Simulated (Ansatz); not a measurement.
**GaBPH (singlet): wave-function methods side by side, cc-pVDZ**

How much of the correlation energy of GaBPH (singlet) does each wave-function method recover here?

Computed with Ansatz 0.2.0, Gaussian basis. Level: cc-pVDZ, core rule «outside noble gas», up to 20 orbitals frozen.

To be run: UHF; CCSD(T) on RHF; CCSD(T) on UHF; BCCD(T) on RHF; CISD; CCSDT(Q) on RHF; CCSDT(Q) on UHF; CASSCF and MRCISD+Q, 8 electrons in 8 orbitals; CASSCF and MRCISD+Q(relaxed), 8 electrons in 8 orbitals; CASSCF and NEVPT2, 8 electrons in 8 orbitals.

20 further runs of the same task are left out: 1 for a known fault of the program, 7 that didn't finish, 12 set aside as unsound or not needed.

## 1. The system

The geometry is a PBE0/def2-TZVP stationary point (not a proven minimum). No spin-orbit coupling is included. The filled d shell of Ga may be among the frozen orbitals whatever the setting's name suggests; the logs give the count.

4 atoms, charge 0, spin multiplicity 1.

Atoms are counted from 1 here; the program's logs count them from 0.

Bond lengths: B1–P2 1.898 Å, P2–Ga3 2.466 Å, P2–H4 1.435 Å. Angles: B1–P2–Ga3 103.3°, B1–P2–H4 81.7°, Ga3–P2–H4 88.9°.

## 2. UHF

The input, in.yaml:

```yaml
crystal:
  periodic: [false, false, false]
  atoms:
    - {symbol: B, position_ang: [0.011242, -1.169118, 2.260089]}
    - {symbol: P, position_ang: [0.068131, 0.522335, 1.401922]}
    - {symbol: Ga, position_ang: [-0.012390, -0.056062, -0.994316]}
    - {symbol: H, position_ang: [-1.357190, 0.366569, 1.458493]}
basis:
  gaussian: {orbitals: cc-pVDZ}
magnetization: {spin_polarized: true, initial_magnetization: 0}
hamiltonian: {xc: hf}
output: {orbitals: {seedname: orbitals}}
```

Started as:

```console
ansatz run in.yaml --threads 1 --pin off --events-out ev --progress --plain --max-ram 2393MiB
```

The runs that follow: CCSD(T) on RHF; CCSD(T) on UHF; BCCD(T) on RHF; CISD; CCSDT(Q) on RHF; CCSDT(Q) on UHF; CASSCF and MRCISD+Q, 8 electrons in 8 orbitals; CASSCF and MRCISD+Q(relaxed), 8 electrons in 8 orbitals; CASSCF and NEVPT2, 8 electrons in 8 orbitals.

Q: Predict the results of all the runs planned. Wanted: RCCSDT(Q) below the RHF energy; RMP2 from RCCSDT(Q); UMP2 from RCCSDT(Q); RCCSD from RCCSDT(Q); RCCSD(T) from RCCSDT(Q); UCCSD(T) from RCCSDT(Q); UCCSDT(Q) from RCCSDT(Q); NEVPT2 frontier from RCCSDT(Q); MRCISD+Q frontier from RCCSDT(Q).

The runs gave:

| quantity | value |
| --- | --- |
| RCCSDT(Q) below the RHF energy | -7.7313 eV |
| RMP2 from RCCSDT(Q) | +37.57 kcal/mol |
| UMP2 from RCCSDT(Q) | +41.70 kcal/mol |
| RCCSD from RCCSDT(Q) | +9.07 kcal/mol |
| RCCSD(T) from RCCSDT(Q) | +1.65 kcal/mol |
| UCCSD(T) from RCCSDT(Q) | +1.86 kcal/mol |
| UCCSDT(Q) from RCCSDT(Q) | 0.00 kcal/mol |
| NEVPT2 frontier from RCCSDT(Q) | +31.94 kcal/mol |
| MRCISD+Q frontier from RCCSDT(Q) | +2.15 kcal/mol |
| MRCISD+Q(relaxed) frontier from RCCSDT(Q) | +1.35 kcal/mol |
| levels within 1 kcal/mol (43 meV) | RCCSDT, UCCSDT, UCCSDT(Q) |
| T1 diagnostic | 0.026 |

**Reading.** RCCSD(T) lands +1.65 kcal/mol from the yardstick (0.9 % of the correlation energy). Of the multireference levels listed MRCISD+Q(relaxed) frontier comes nearest in total energy (+1.35 kcal/mol), which doesn't show that its space is the better one. These misses are within one basis, not against nature.
